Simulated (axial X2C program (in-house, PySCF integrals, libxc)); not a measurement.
# TiCl: properties at the nuclei

Aim: properties at the nuclei of TiCl, with spin–orbit coupling in the Hamiltonian from the start.

The runs use an in-house X2C program for linear molecules on PySCF integrals; two-component X2C with atomic mean-field terms, Ti dyall-acv3z, Cl dyall-av3z.

All values are calculated.

## Step 1: Set-up

Input file task.json:

```json
{"zs": [22, 17], "q": 0, "bas": ["dyall-acv3z", "dyall-av3z"], "r0": 2.35, "levels": ["PBE0", "HF", "B3LYP"], "nst": 1, "ff": 1, "thr": -3.5, "nmax": 130, "opt": {"ecut": 60}}
```

Keys: zs atomic numbers; q charge; bas basis sets; r0 starting distance in Å; levels methods (HF also brings MP2); nst determinants followed; ff finite-field run; thr threshold in hartree for freezing inner shells (an s shell follows its p shell); nmax most natural virtual spinors; ecut virtual cutoff in hartree.

The run is started by

```sh
python soeom.py task.json out
```

Nuclei are Gaussian, cores are contracted, and the Gaunt term is on.

## Step 2: Expectation values, lowest determinant

R = 2.256 Å. State: Ω = 3/2 (excess of +ω over −ω: ω = 3/2).

Output of the PBE0 run:

```text
two-component X2C + atomic mean field  PBE0
basis functions 187  fitting functions 1004  grid points 5080
iter        total energy     max residual
   1      -1314.867281003     6.27e-06
   2      -1314.867281004     4.65e-06
converged
one-electron -1982.70459878  Coulomb 650.88014627  exact exchange -17.28318592  xc functional -53.21891040  nuclear repulsion 87.72707309  atomic mean-field constant -0.26780526
```

The highest occupied spinor is 58% Ti s, 21% Ti d, 9% Ti p.

| level | Eeff magnitude (GV/cm) | Ws magnitude Ti (kHz) | A∥/gI Ti (MHz) | qzz Ti (a.u.) | A∥/gI Cl (MHz) | qzz Cl (a.u.) | μ (D) |
| --- | --- | --- | --- | --- | --- | --- | --- |
| PBE0 | 0.288 | 0.0768 | -103 | -0.50 | 21.8 | 0.50 | -3.91 |
| HF | 0.507 | 0.13 | -28.7 | -0.77 | 4.89 | 0.14 | -3.24 |
| B3LYP | 0.3 | 0.0787 | -128 | -0.48 | 20.4 | 0.48 | -3.88 |

Eeff is the effective electric field on the electron dipole moment in this Ω state and Ws the scalar–pseudoscalar constant (defined with the proton number Z and per Ω); A∥ is the parallel hyperfine constant, which follows by multiplying with the nuclear g factor gI = μI/(I μN); qzz is the electric field gradient, eQq0 = 234.96 MHz × Q/barn × qzz; μ is positive if Cl is the positive end. The operators were transformed with the bare-nucleus X2C matrices.

## Step 3: Finite-field coupled cluster

Output:

```text
two-component X2C + atomic mean field  HF
basis functions 187  fitting functions 1004  grid points 5080
iter        total energy     max residual
   1      -1313.497928355     1.93e-01
   2      -1313.523085769     1.52e-02
   3      -1313.527000969     8.95e-03
   4      -1313.528459129     7.00e-03
   5      -1313.530089707     5.26e-03
   6      -1313.531372945     2.68e-03
   7      -1313.531768485     8.56e-04
   8      -1313.531816605     2.14e-04
   9      -1313.531820869     5.18e-05
  10      -1313.531821039     4.99e-05
  11      -1313.531821099     4.69e-05
  12      -1313.531821136     4.32e-05
  13      -1313.531821169     3.80e-05
  14      -1313.531821217     2.69e-05
  15      -1313.531821254     9.58e-06
  16      -1313.531821258     3.20e-06
  17      -1313.531821259     2.68e-06
  18      -1313.531821259     2.02e-06
  19      -1313.531821259     1.24e-06
converged
one-electron -1981.61807969  Coulomb 649.84161927  exact exchange -69.21462867  xc functional 0.00000000  nuclear repulsion 87.72707309  atomic mean-field constant -0.26780526
correlated 19  virtual 305  natural virtual 130  E(MP2) -0.553330363  MP2 remainder -0.018684894
iter   CCSD correlation   residual
   1     -0.554172611   1.05e-01
   2     -0.562999612   4.21e-02
   3     -0.565521058   2.46e-02
   4     -0.565752801   1.55e-02
   5     -0.566066567   1.05e-02
   6     -0.566333587   5.91e-03
   7     -0.566368263   2.45e-03
   8     -0.566390075   9.05e-04
   9     -0.566375700   3.44e-04
  10     -0.566373345   1.27e-04
  11     -0.566371950   5.48e-05
  12     -0.566372035   2.50e-05
  13     -0.566371954   1.20e-05
  14     -0.566371939   6.72e-06
(T) -0.019121570  T1 0.0409  D1 0.1638  max T2 0.043
```

T1 in the output is the amplitude norm over the root of the electron number; divide by √2 for the Lee–Taylor value.

19 electrons correlated in 130 natural virtual spinors, MP2 remainder added; T1 = 0.029.

| level | Eeff magnitude (GV/cm) | Ws magnitude Ti (kHz) | A∥/gI Ti (MHz) | qzz Ti (a.u.) | A∥/gI Cl (MHz) | μ (D) |
| --- | --- | --- | --- | --- | --- | --- |
| HF | 0.507 | 0.13 | -28.7 | -0.77 | 4.89 | -3.24 |
| MP2 | 0.488 | 0.124 | -147 | -0.58 | 5.43 | -3.76 |
| CCSD | 0.448 | 0.114 | -129 | -0.60 | 7.54 | -3.78 |
| CCSD(T) | 0.442 | 0.112 | -135 | -0.57 | 7.96 | -3.72 |

## Step 4: Results

| quantity | value |
| --- | --- |
| lowest determinant | Ω = 3/2 (excess of +ω over −ω: ω = 3/2) |
| Eeff magnitude (GV/cm), PBE0 | 0.288 |
| Ws magnitude Ti (kHz), PBE0 | 0.0768 |
| A∥/gI Ti (MHz), PBE0 | -103 |
| qzz Ti (a.u.), PBE0 | -0.50 |
| Eeff magnitude (GV/cm), CCSD(T) | 0.442 |
| Ws magnitude Ti (kHz), CCSD(T) | 0.112 |
| A∥/gI Ti (MHz), CCSD(T) | -135 |
| qzz Ti (a.u.), CCSD(T) | -0.57 |

What this shows: In the first state, the effective field runs from 0.288 to 0.507 GV/cm over the mean-field levels. The expectation values come from single determinants, which for open shells can mix terms of unlike spin or miss the lowest Ω, so a determinant need not be a state. Eeff is the effective electric field on the electron dipole moment in this Ω state and Ws the scalar–pseudoscalar constant (defined with the proton number Z and per Ω); A∥ is the parallel hyperfine constant, which follows by multiplying with the nuclear g factor gI = μI/(I μN); qzz is the electric field gradient, eQq0 = 234.96 MHz × Q/barn × qzz; μ is positive if Cl is the positive end. The operators were transformed with the bare-nucleus X2C matrices. Correlation of the inner shells is missing, which matters for properties at the nucleus.
